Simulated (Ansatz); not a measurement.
**Si2NH5F (SMILES N[Si](F)[SiH3]) at UPBE0/def2-SVP**

Aim: the vertical doublet–quartet gap of Si2NH5F at UPBE0/def2-SVP, from 2 runs. 

The calculation is run with Ansatz 0.2.0.

65 further runs of the same task are left out: 65 set aside as unsound or not needed.

## 1. The structure to begin with

Si2NH5F: 9 atoms, total charge 0, spin state doublet. SMILES: `N[Si](F)[SiH3]`. The coordinates come from a PBE0-D4/def2-TZVP relaxation. This is one conformer, not always the lowest.

Bond lengths: N1–Si2 1.703 Å, Si2–F3 1.616 Å, Si2–Si4 2.346 Å, N1–H5 1.007 Å, N1–H6 1.008 Å, Si4–H7 1.485 Å, Si4–H8 1.492 Å, Si4–H9 1.486 Å. Some angles: N1–Si2–F3 112.7°, N1–Si2–Si4 109.4°, F3–Si2–Si4 108.8°, Si2–N1–H5 122.8°, Si2–N1–H6 123.0°, Si2–Si4–H7 109.3°, Si2–Si4–H8 112.4°, Si2–Si4–H9 108.4°, H5–N1–H6 112.1°, H7–Si4–H8 108.9°.

## 2. A single-point energy at UPBE0/def2-SVP

Contents of input.yaml:

```yaml
crystal:
  periodic: [false, false, false]
  atoms:
    - {symbol: "N", position_ang: [-0.977000, 1.372900, -0.683600]}
    - {symbol: Si, position_ang: [-0.847900, -0.322400, -0.578100]}
    - {symbol: F, position_ang: [-0.495500, -1.010700, -1.997200]}
    - {symbol: Si, position_ang: [0.823900, -0.883000, 0.969100]}
    - {symbol: H, position_ang: [-1.742300, 1.833700, -1.147400]}
    - {symbol: H, position_ang: [-0.198200, 1.993200, -0.528800]}
    - {symbol: H, position_ang: [1.132000, -2.331800, 0.856500]}
    - {symbol: H, position_ang: [2.078500, -0.103500, 0.756900]}
    - {symbol: H, position_ang: [0.315000, -0.594800, 2.335600]}
basis:
  gaussian: {orbitals: def2-SVP}
magnetization: {spin_polarized: true, initial_magnetization: 1}
hamiltonian: {xc: {name: PBE0}}
accuracy: high
output: {orbitals: {seedname: orbitals}}
```

The run is started by

```sh
$ ansatz run input.yaml --threads 1 --pin off --max-ram 3480MiB --events-out events.jsonl --progress --plain --runs-dir runs
```

Standard output:

```text
Warning: RAYON_NUM_THREADS=1 ignored (pool sized by the plan → 1); use --threads N
Functional definition: PBE0
  name "PBE0"
  parameter a = 0.25
  parameter kappa = 0.804
  parameter beta = 0.06672455060314922
  exchange = (1 - a)*pbe_x(kappa = kappa, mu = beta*pi^2/3) + a*exact_x
  correlation = pbe_c(beta = beta)
1921 factors; integrals over basis functions are off by at most 3.4e-9 eV
mean field evaluation 1: about -20019.0536 eV, gradient 3.9e1 eV
mean field evaluation 2: about -20010.2712 eV, gradient 5.8e1 eV
mean field evaluation 4: about -20024.7991 eV, gradient 3.0e0 eV
mean field evaluation 8: about -20025.0157 eV, gradient 1.6e-1 eV
mean field evaluation 16: about -20025.0160 eV, gradient 3.6e-4 eV
mean field -20025.01597657 eV, -735.9057636957 hartree, gradient 5.8e-8 eV, S^2 0.752435; 0 other end points of the search recorded, 0 dependent functions left out
reference -20025.01597937 eV, -735.9057637985 hartree; 25, 24 occupied and 64, 65 virtual orbitals, 1921 factors
Total energy: -20025.01597937 eV, -735.9057637985 hartree
```

Run time: 14 s. Hardware: 1 thread of Arm Neoverse V2, shared host; peak memory 0.44 GiB.

## 3. The quartet, same level

Contents of run.yaml:

```yaml
basis:
  gaussian: {orbitals: def2-SVP}
crystal:
  periodic: [false, false, false]
  atoms:
    - {symbol: "N", position_ang: [-0.977000, 1.372900, -0.683600]}
    - {symbol: Si, position_ang: [-0.847900, -0.322400, -0.578100]}
    - {symbol: F, position_ang: [-0.495500, -1.010700, -1.997200]}
    - {symbol: Si, position_ang: [0.823900, -0.883000, 0.969100]}
    - {symbol: H, position_ang: [-1.742300, 1.833700, -1.147400]}
    - {symbol: H, position_ang: [-0.198200, 1.993200, -0.528800]}
    - {symbol: H, position_ang: [1.132000, -2.331800, 0.856500]}
    - {symbol: H, position_ang: [2.078500, -0.103500, 0.756900]}
    - {symbol: H, position_ang: [0.315000, -0.594800, 2.335600]}
magnetization: {spin_polarized: true, initial_magnetization: 3}
hamiltonian: {xc: {name: PBE0}}
accuracy: high
output: {orbitals: {seedname: orbitals}}
```

The run is started by

```sh
$ ansatz run run.yaml --threads 1 --pin off --max-ram 3480MiB --events-out events.jsonl --progress --plain --runs-dir runs
```

Standard output:

```text
Warning: RAYON_NUM_THREADS=1 ignored (pool sized by the plan → 1); use --threads N
[... 7 set-up lines as earlier in the session ...]
1922 factors; integrals over basis functions are off by at most 3.4e-9 eV
mean field evaluation 1: about -20011.8629 eV, gradient 3.9e1 eV
mean field evaluation 2: about -19993.5514 eV, gradient 6.8e1 eV
mean field evaluation 4: about -20017.3654 eV, gradient 1.3e1 eV
mean field evaluation 8: about -20018.2676 eV, gradient 1.3e0 eV
mean field evaluation 16: about -20018.5664 eV, gradient 2.4e-1 eV
mean field evaluation 32: about -20018.5706 eV, gradient 1.3e-4 eV
mean field evaluation 64: about -20018.5017 eV, gradient 1.7e0 eV
mean field -20018.57063910 eV, -735.6689019124 hartree, gradient 9.5e-8 eV, S^2 3.757291; 4 other end points of the search recorded, 0 dependent functions left out
reference -20018.57064208 eV, -735.6689020221 hartree; 26, 23 occupied and 63, 66 virtual orbitals, 1922 factors
Total energy: -20018.57064208 eV, -735.6689020221 hartree
```

It took 33 s on 1 thread of Arm Neoverse V2, shared host; peak memory 0.44 GiB.

## 4. Summary of results

At UPBE0/def2-SVP:

| quantity | value |
| --- | --- |
| doublet: total energy | -735.90576 Eh |
| doublet: HOMO energy (highest over α and β) | -5.73 eV |
| doublet: LUMO energy (lowest over α and β) | -2.12 eV |
| doublet: ⟨S²⟩ | 0.752 |
| quartet: total energy | -735.66890 Eh |
| quartet: HOMO energy (highest over α and β) | -2.02 eV |
| quartet: ⟨S²⟩ | 3.757 |
| vertical energy of the quartet above the doublet | 6.445 eV |

At this shape the quartet lies 6.45 eV (622 kJ/mol) above the doublet.
